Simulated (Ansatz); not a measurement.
**BeBH (singlet): the correlation ladder at angle Be2–B1–H3 = 139.7°, 6-31G**

How much of the correlation energy of BeBH (singlet) does each wave-function method recover here?

Method: 6-31G, core rule «outside noble gas», up to 2 orbitals frozen; program: Ansatz 0.2.0, Gaussian basis.

Plan: UHF; CCSD(T) on RHF; CCSD(T) on UHF; BCCD(T) on RHF; CISD; CCSDT(Q) on RHF; CCSDT(Q) on UHF; CCSDTQ on RHF; CCSDTQ on UHF; CASSCF and MRCISD+Q, 2 electrons in 2 orbitals; CASSCF and NEVPT2, 2 electrons in 2 orbitals; CASSCF and MRCISD+Q, 6 electrons in 9 orbitals; CASSCF and NEVPT2, 6 electrons in 9 orbitals; Full CI.

12 further runs of the same task are left out: 9 that didn't finish, 3 set aside as unsound or not needed.

## 1. The system

The geometry derives from a PBE0/def2-TZVP stationary point (not a proven minimum). One angle is set to the value named; bond lengths are kept.

3 atoms, charge 0, spin multiplicity 1.

Atoms are counted from 1 here; the program's logs count them from 0.

Bond lengths: B1–Be2 1.916 Å, B1–H3 1.211 Å. Angles: Be2–B1–H3 139.7°.

## 2. UHF

in.yaml

```yaml
crystal:
  periodic: [false, false, false]
  atoms:
    - {symbol: B, position_ang: [0.000000, -0.014436, 0.785191]}
    - {symbol: Be, position_ang: [0.000000, -0.071722, -1.130367]}
    - {symbol: H, position_ang: [0.000000, 0.796119, 1.684994]}
basis:
  gaussian: {orbitals: 6-31G}
magnetization: {spin_polarized: true, initial_magnetization: 0}
hamiltonian: {xc: hf}
output: {orbitals: {seedname: orbitals}}
```

Launch:

```bash
> ansatz run in.yaml --threads 1 --pin off --events-out ev --progress --plain --max-ram 2393MiB
```

After this run come: CCSD(T) on RHF; CCSD(T) on UHF; BCCD(T) on RHF; CISD; CCSDT(Q) on RHF; CCSDT(Q) on UHF; CCSDTQ on RHF; CCSDTQ on UHF; CASSCF and MRCISD+Q, 2 electrons in 2 orbitals; CASSCF and NEVPT2, 2 electrons in 2 orbitals; CASSCF and MRCISD+Q, 6 electrons in 9 orbitals; CASSCF and NEVPT2, 6 electrons in 9 orbitals; Full CI.

**Question.** What will the summary of the whole plan be? Wanted: FCI from the RHF energy; RMP2 from FCI; UMP2 from FCI; RCCSD from FCI; RCCSD(T) from FCI; UCCSD(T) from FCI; RCCSDT(Q) from FCI; UCCSDT(Q) from FCI; NEVPT2 pair from FCI.

**Answer**, as computed:

| quantity | value |
| --- | --- |
| FCI from the RHF energy | -3.5925 eV |
| RMP2 from FCI | +1414.5 meV |
| UMP2 from FCI | +611.1 meV |
| RCCSD from FCI | +216.9 meV |
| RCCSD(T) from FCI | +32.2 meV |
| UCCSD(T) from FCI | +17.1 meV |
| RCCSDT(Q) from FCI | +2.3 meV |
| UCCSDT(Q) from FCI | -15.0 meV |
| NEVPT2 pair from FCI | +606.3 meV |
| MRCISD+Q pair from FCI | +33.2 meV |
| NEVPT2 valence from FCI | +153.4 meV |
| levels within 1 kcal/mol (43 meV) | RCCSD(T), UCCSD(T), BCCD(T), RCCSDT, UCCSDT, RCCSDT(Q), UCCSDT(Q), RCCSDTQ, UCCSDTQ, MRCISD+Q pair, MRCISD valence, MRCISD+Q valence |
| T1 diagnostic | 0.052 |
| effectively unpaired electrons | 1.19 |

What this shows: RCCSD(T) lands +32.2 meV from the yardstick (0.9 % of the correlation energy). UCCSDT, UCCSDT(Q), UCCSDTQ fall below full CI: unrestricted runs freeze a spin-polarised core, another one than full CI's, and coupled cluster isn't variational. With 1.2 effectively unpaired electrons against 0 the state is strongly multireference. Coupled cluster on one determinant still stays close here. Of the multireference levels listed MRCISD+Q valence comes nearest in total energy (+11.0 meV), which doesn't show that its space is the better one. These misses are within one basis, not against nature.
